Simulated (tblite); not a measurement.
# B3H11N3S: the cost of one run

Programs: tblite 0.8.0 and PySCF 2.14.0. All values are calculated, for the isolated system unless a continuum is named. Atoms count from 0, parts from 1.

## 1. Starting point

18 atoms, charge 0, multiplicity 2; geometry: distance geometry start.

## 2. Relaxing the cluster with GFN2-xTB

What the job is given:

```
{"job": {"kind": "relax", "xc": "GFN2-xTB", "basis": "xTB"}, "charge": 0, "multiplicity": 2}
N      0.051645    -1.413070    -0.316780
B     -1.221532    -0.789540     0.236981
N     -1.311733     0.705197    -0.127761
B     -0.070144     1.394724     0.457601
N      1.094594     0.871065    -0.382347
B      1.294333    -0.581483     0.106619
S      2.883698    -1.294205    -0.434111
H      0.094061    -1.411546    -1.373981
H      0.184483    -2.402773    -0.007408
H     -2.155342    -1.314634    -0.301904
H     -1.288952    -0.947330     1.406833
H     -2.195930     1.056736     0.236507
H     -1.224381     0.795901    -1.144108
H     -0.097778     2.564360     0.334152
H      0.076451     1.065413     1.603006
H      1.962442     1.409901    -0.269955
H      0.754490     0.764390    -1.348316
H      1.184416    -0.515155     1.332749
```

Method: GFN2-xTB geometry optimisation, gas phase.

On the command line:

```sh
> OMP_NUM_THREADS=1 python cluster_run.py task.json out
```

One launch serves the whole session: the jobs run in the order shown.

Q: Estimate the wall time of this first job on 1 thread of Arm Neoverse V2, shared host.

About 1.3 s.
